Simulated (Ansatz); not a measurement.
**Rb3Sr under changes of volume**

One of the cells (80.695 Å³/atom); the others are scaled copies at fixed shape and fractional positions:

```
CELL_PARAMETERS angstrom
-3.41177 3.41177 6.93246
3.41177 -3.41177 6.93246
3.41177 3.41177 -6.93246
ATOMIC_POSITIONS crystal
Sr 0.00000 0.00000 0.00000
Rb 0.50000 0.50000 0.00000
Rb 0.25000 0.75000 0.50000
Rb 0.75000 0.25000 0.50000
```

The cell comes from a database or a generator and needn't be the stable form of this composition.

| Quantity | Value |
| --- | --- |
| Program | Ansatz 0.2.0 |
| Functional | PBE |
| Potentials or basis | Ansatz PAW |
| Cutoff | 420 eV (not typed: the program's choice for these potentials) |
| k mesh | 6 × 6 × 6 |
| Occupations | fermi-dirac, width 0.05 eV |
| Spin | no spin polarisation |

| volume (Å³/atom) | energy over the lowest point (meV/atom) | pressure (GPa) |
| --- | --- | --- |
| 75.853 | 2.82 | 0.2 |
| 77.467 | ? | ? |
| 79.081 | 0.06 | 0.0 |
| 80.695 | 0.00 | 0.0 |
| 82.309 | 0.72 | -0.1 |
| 83.923 | 2.14 | -0.2 |
| 85.537 | 4.20 | -0.2 |

**Question.** What does the run at 77.467 Å³/atom give?

**Answer.** Energy over the lowest point 0.97 meV/atom; pressure 0.1 GPa.

Worked out: A Birch-Murnaghan fit of order 3 (a polynomial in V^(-2/3)) to the other rows has its minimum at 79.99 Å³/atom with B0 = V·E''(V) = 4.0 GPa and B' = 3.8 at fixed shape and positions, which overstates the stiffness. It gives 0.97 meV/atom at 77.467 Å³/atom, against the run's 0.97, and -dE/dV = 0.1 GPa, against 0.1.

Energies are extrapolated to zero smearing.
